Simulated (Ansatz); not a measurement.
# Ge2Sb2Te5 (Ge2Sb2Te5): the cost of one run

Program: Ansatz 0.2.0. Level of theory: DFT LDA, scalar-relativistic, plane waves, PAW. These are calculated values, not measurements.

## 1. The structure to begin with

It takes space group P-3m1 (No. 164, trigonal). Conventional cell: a = 4.294 Å, b = 4.294 Å, c = 17.101 Å, α = 90.00°, β = 90.00°, γ = 120.00°. Ge (site symmetry 3m) has 6 Te at 3.00 to 3.04 Å in its first shell of neighbours. Around Sb (site symmetry 3m) lie 6 Te at 3.01 to 3.20 Å. Te (site symmetry -3m) is surrounded by 6 Ge at 3.04 Å. Te (site symmetry 3m) is surrounded by 3 Ge at 3.00 Å and 3 Sb at 3.20 Å. Te (site symmetry 3m) is surrounded by 3 Sb at 3.01 Å.

Structure file:

```
CELL_PARAMETERS angstrom
4.29406 0.00000 0.00000
-2.14703 3.71877 0.00000
0.00000 0.00000 17.10135
ATOMIC_POSITIONS crystal
Ge 0.33333 0.66667 0.89711
Ge 0.66667 0.33333 0.10290
Sb 0.00000 0.00000 0.67993
Sb 0.00000 0.00000 0.32007
Te 0.00000 0.00000 0.00000
Te 0.66667 0.33333 0.79846
Te 0.33333 0.66667 0.20154
Te 0.33333 0.66667 0.58011
Te 0.66667 0.33333 0.41989
```

The structure rests on an entry of the Materials Project (structure only); cell or positions may have been set otherwise for this series.

## 2. Relaxing cell and atoms: Ge2Sb2Te5 (Ge2Sb2Te5), no spin

File input.yaml:

```yaml
crystal:
  lattice:
    - [4.2940644248, 0.0, 0.0]
    - [-2.1470322124, 3.7187688774, 0.0]
    - [0.0, 0.0, 17.101346]
  atoms:
    - { symbol: Ge, position: [0.33333333, 0.66666667, 0.897105] }
    - { symbol: Ge, position: [0.66666667, 0.33333333, 0.102895] }
    - { symbol: Sb, position: [0.0, 0.0, 0.679932] }
    - { symbol: Sb, position: [0.0, 0.0, 0.320068] }
    - { symbol: Te, position: [0.0, 0.0, 0.0] }
    - { symbol: Te, position: [0.66666667, 0.33333333, 0.798458] }
    - { symbol: Te, position: [0.33333333, 0.66666667, 0.201542] }
    - { symbol: Te, position: [0.33333333, 0.66666667, 0.580108] }
    - { symbol: Te, position: [0.66666667, 0.33333333, 0.419892] }
scf:
  occupations: { method: gaussian, width: 0.05 }
output:
  forces: true
  stress: true
  eigenvalues: true
  write_density: true
  write_potential: true
  elf: true
  volumetric_format: npy
hamiltonian:
  xc: lda
kpoints:
  mp_grid: { grid: [10, 10, 4] }
basis:
  ecutwfc: 420
relax:
  f_tol: 0.002
  max_steps: 100
  cell: { stress_tol: 0.02 }
```

Command:

```
> ansatz run input.yaml --threads 4 --pin off --max-ram 9216MiB --backend cpu --events-out ev --progress --plain --runs-dir out
```

**Question.** How long does this run take on 4 threads of Arm Neoverse V1, shared host, and how much memory does it need?

About 2.5 min, with a peak of 1.3 GiB.
